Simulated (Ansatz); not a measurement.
# PrBiC: the cost of one run

Program: Ansatz 0.2.0. Level of theory: DFT PBE, scalar-relativistic, plane waves, PAW; 4f electrons in the core of a trivalent norm-conserving potential. These are calculated values, not measurements.

### 1 Starting point

Symmetry: P4/mmm, No. 123, tetragonal system. Conventional cell: a = 3.792 Å, b = 3.792 Å, c = 6.286 Å, α = 90.00°, β = 90.00°, γ = 90.00°. Pr (site symmetry 4/mmm) has 4 C at 2.68 Å in its first shell of neighbours. Bi (site symmetry 4/mmm) is surrounded by 2 Pr at 3.14 Å. C (site symmetry 4/mmm) has 4 Pr at 2.68 Å in its first shell of neighbours.

Structure file:

```
CELL_PARAMETERS angstrom
3.79210 0.00000 0.00000
0.00000 3.79210 0.00000
0.00000 0.00000 6.28643
ATOMIC_POSITIONS crystal
Pr 0.50000 0.50000 0.00000
Bi 0.50000 0.50000 0.50000
C 0.00000 0.00000 0.00000
```

Recipe of the guess: random cell by space group and Wyckoff sites (P4/mmm, No. 123). The dimensions are guesses.

### 2 A first look at the guess

The input, input.yaml:

```yaml
crystal:
  lattice:
    - [3.7921047, 0.0, 0.0]
    - [0.0, 3.7921047, 0.0]
    - [0.0, 0.0, 6.28643487]
  atoms:
    - { symbol: Pr, position: [0.5, 0.5, 0.0] }
    - { symbol: Bi, position: [0.5, 0.5, 0.5] }
    - { symbol: C, position: [0.0, 0.0, 0.0] }
basis:
  ecutwfc: 660
kpoints:
  mp_grid: { grid: [4, 4, 4] }
hamiltonian:
  xc: pbe
  pseudopotentials:
    kind: paw
    azcp: { Pr: "pseudopotentials/pbe/nc/lanthanide_3plus/Pr.nc.azcp" }
scf:
  occupations: { method: gaussian, width: 0.1 }
  lower_state_search: "off"
output:
  forces: true
  stress: true
  eigenvalues: true
```

Run with:

```bash
ansatz run input.yaml --threads 1 --pin off --max-ram 2560MiB --backend cpu --events-out ev --progress --plain --runs-dir out
```

What time and memory should one allow on 1 thread of Arm Neoverse V1, shared host?

About 4.1 s, with a peak of 0.36 GiB.
